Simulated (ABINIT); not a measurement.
MoSe, 2 atoms in the cell. The typed cell holds 2 atoms: a = 3.500 Å, b = 3.500 Å, c = 3.500 Å, α = 90.00°, β = 90.00°, γ = 90.00°. The cell was built by a generator and needn't be a form met in nature. The cell isn't the ideal one: atoms moved at random, drawn with an rms of 0.05 Å.

| Property | Result |
| --- | --- |
| Program | ABINIT 10.8.3 (patched build) |
| Task | single point |
| Functional | PBE |
| Potentials or basis | JTH PAW PBE v2.0 |
| Cutoff | 408 eV |
| k mesh | 8 × 8 × 8 |
| Occupations | fermi-dirac, width 0.05 eV |
| Spin | no spin polarisation |
| Fine-grid cutoff | 816.342 eV |

Potentials or basis: JTH PAW PBE v2.0.

The run is started by

```bash
$ abinit run.abi > log 2>&1
```

Hardware: 1 thread of Arm Neoverse V2, with other jobs on the host.

Problem. How long does it take, and how much memory?

Solution. Run time: 55 s on 1 thread of Arm Neoverse V2, with other jobs on the host, peak memory 0.19 GiB. Counts: scf iterations 10, mpi ranks 1, k points 260, bands 14, plane waves 812.
